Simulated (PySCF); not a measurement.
# HoF3(H2O): other functionals and bases at one geometry

The task here is to estimate one member of a computed series from the others.

Program: PySCF 2.14.0. Level of theory: several levels, as the steps say, no spin–orbit coupling. These are calculated values, not measurements.

1 further run of the same task is left out (for a known fault of the program).

### The starting structure

7 atoms, charge 0, spin multiplicity 1.

Bond lengths: Ho1–F2 2.017 Å, Ho1–F3 2.013 Å, Ho1–F4 2.017 Å, Ho1–O5 2.388 Å, O5–H6 0.965 Å, O5–H7 0.965 Å. Angles: F2–Ho1–F3 115.9°, F2–Ho1–F4 118.9°, F2–Ho1–O5 99.3°, F3–Ho1–F4 115.9°, F3–Ho1–O5 102.2°, F4–Ho1–O5 99.3°, Ho1–O5–H6 126.4°, Ho1–O5–H7 126.4°, H6–O5–H7 107.1°.

As a file:

```
Ho    0.07910   -0.08226    0.08226
F     1.06433    1.34726    1.10865
F    -1.29420   -1.12277    1.12277
F     1.06433   -1.10865   -1.34726
O    -1.28185    1.30525   -1.30525
H    -1.61866    2.18264   -1.08414
H    -1.61866    1.08414   -2.18264
```

Formal oxidation states: Ho +3. Each metal's 10 4f electrons lie in its core potential, so multiplicities, spins and levels count the valence alone. An earlier session relaxed this geometry at PBE0, Ho lcecp-1-SVP with ECP56, F def2-SVP, O def2-SVP, H def2-SVP (singlet, point group Cs).

At PBE0 on the finer grid: E = -413.244635 Eh, HOMO -9.52 eV, LUMO -1.12 eV, Mulliken charge on Ho1 +1.19 e, largest force component 0.019 eV/Å. 

Levels to run: BLYP; PBE; PBE0, TZVP. Hardware: 2 threads of Arm Neoverse V1, shared host.

The first run:

File run.py (the lines that set the calculation):

```python
mol = gto.M(atom='''
Ho     0.07910    -0.08226     0.08226
F      1.06433     1.34726     1.10865
F     -1.29420    -1.12277     1.12277
F      1.06433    -1.10865    -1.34726
O     -1.28185     1.30525    -1.30525
H     -1.61866     2.18264    -1.08414
H     -1.61866     1.08414    -2.18264''',
    basis={'Ho': 'lcecp-1-SVP', 'F': 'def2-SVP', 'O': 'def2-SVP', 'H': 'def2-SVP'},
    ecp={'Ho': 'lcecp-1-SVP'},
    charge=0, spin=0)
mf = dft.RKS(mol, xc='BLYP')
mf.grids.atom_grid = (75, 302)  # f atoms: unpruned, at least (60, 302)
mf = mf.density_fit()  # fitting sets: Ho AutoAux, F def2-universal-JKFIT, O def2-universal-JKFIT, H def2-universal-JKFIT
mf.conv_tol = 1e-08; mf.max_cycle = 55
mf.kernel(dm0)  # dm0: the density of the relaxed state
```

Started as:

```
$ OMP_NUM_THREADS=2 python run.py
```

Among the steps run: BLYP; PBE; PBE0, TZVP.

One of the session's tables, all rows but one given; the rest of the session is left out.

```
              level  HOMO (eV)  gap (eV)  charge on Ho1 (e)  dipole (D)  largest force component (eV/Å)
PBE0 (relaxed here)      -9.52      8.40               1.19        6.71                            0.02
               BLYP      -7.44      5.43               0.92        6.54                            0.56
                PBE          ?         ?                  ?           ?                               ?
         PBE0, TZVP      -9.72      8.31               1.63        6.73                            0.22
```

Estimate the missing values for PBE.

As computed: HOMO (eV): -7.54; gap (eV): 5.61; charge on Ho1 (e): 0.94; dipole (D): 6.54; largest force component (eV/Å): 0.46. In the column «HOMO (eV)» it lies between PBE0 (relaxed here) (-9.52) and BLYP (-7.44).

In one basis the HOMO–LUMO gap runs from 5.43 eV (BLYP) to 8.40 eV (PBE0). The largest leftover force, 0.56 eV/Å with BLYP, stands at a geometry relaxed at another level. With 4f in the core, its levels are missing from HOMO and gap, and its count is fixed, so no charge can pass from the ligands into it. Total energies of different levels can't be compared.
